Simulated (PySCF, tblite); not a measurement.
**C₇H₉FN radical: geometry, infrared bands and EPR parameters**

What infrared bands and EPR parameters should C₇H₉FN radical (`CC1=C(F)C=C(N)[CH]C1`) show?

Computed with tblite 0.8.0 and PySCF 2.14.0, with density-fitted response routines of our own, on a single molecule in the gas phase. Atoms are numbered from 0 throughout.

### 1 The starting structure

18 atoms, charge 0, multiplicity 2; geometry from: force field or distance geometry start.

Bonds of the start (Å): C0–C1 1.52, C1–C2 1.31, C2–F3 1.33, C2–C4 1.46, C4–C5 1.31, C5–N6 1.44, C5–C7 1.45, C7–C8 1.48, C8–C1 1.47, C0–H9 1.11, C0–H10 1.10, C0–H11 1.09, C4–H12 1.09, N6–H13 1.06, N6–H14 1.05, C7–H15 1.10, C8–H16 1.13, C8–H17 1.14.

### 2 Geometry optimisation with GFN2-xTB

Job settings and geometry (Å):

```
{"job": {"kind": "relax", "xc": "GFN2-xTB", "basis": "xTB"}, "charge": 0, "multiplicity": 2}
C      2.619200    -0.268800    -0.189500
C      1.116900    -0.066600    -0.052100
C      0.691900     1.035700     0.513400
F      1.527900     1.987000     0.926700
C     -0.757700     1.193000     0.642900
C     -1.559100     0.248000     0.203000
N     -2.969000     0.505000     0.373800
C     -1.184700    -1.014100    -0.415900
C      0.279200    -1.172800    -0.542900
H      3.146000     0.626000     0.196100
H      2.904100    -1.114500     0.457700
H      2.914400    -0.463400    -1.217000
H     -1.118300     2.110700     1.100300
H     -3.661900    -0.183100    -0.032100
H     -3.280900     1.362600     0.901300
H     -1.798900    -1.274800    -1.287100
H      0.583000    -1.375000    -1.610300
H      0.539200    -2.128500     0.020000
```

Command:

```sh
> OMP_NUM_THREADS=1 python probes_run.py task.json out
```

One launch serves the whole session: the jobs run in the order shown.

**Question.** This job is followed by: GFN2-xTB harmonic vibrations, gas phase; UKS B3LYP, pcH-1 on C F H N, non-relativistic, mean-field spin-orbit, GIAO. What will the session give for the following? strongest single infrared mode (GFN2-xTB); zero-point energy (GFN2-xTB); g(iso) (B3LYP); ⟨S²⟩; largest a(iso) (averaged by class); potential on the surface of density 0.002 e/bohr³, 1st and 99th percentile.

The runs gave:

| quantity | value |
| --- | --- |
| strongest single infrared mode (GFN2-xTB) | 1559 cm⁻¹, 282 km/mol |
| zero-point energy (GFN2-xTB) | 88.8 kcal/mol |
| g(iso) (B3LYP) | 2.00253 |
| ⟨S²⟩ | 0.783 (exact 0.75) |
| largest a(iso) (averaged by class) | 1H on H16, H17, 148.5 MHz |
| potential on the surface of density 0.002 e/bohr³, 1st and 99th percentile | -1.13 V and 1.80 V |

**Reading.** Over 74 steps the energy fell by 1.203 eV; of the close pairs, C4–C5 changed most, 1.315 to 1.412 Å. All 48 modes are real, so the xTB geometry is a minimum. The strongest single mode, at 1559 cm⁻¹, is spread over many atoms; the largest shares are those of C5, C1. GFN2-xTB is a fitted tight-binding method: band positions and strengths are rough. Its intensities can rank the bands wrongly. The largest spin populations lie on C4 (0.54 e), C7 (0.43 e), C1 (0.40 e). The isotropic g lies 0.2 ppt above the free-electron value. The conformer search found further structures of the same energy, which may be mirror or relabelled copies of this one.
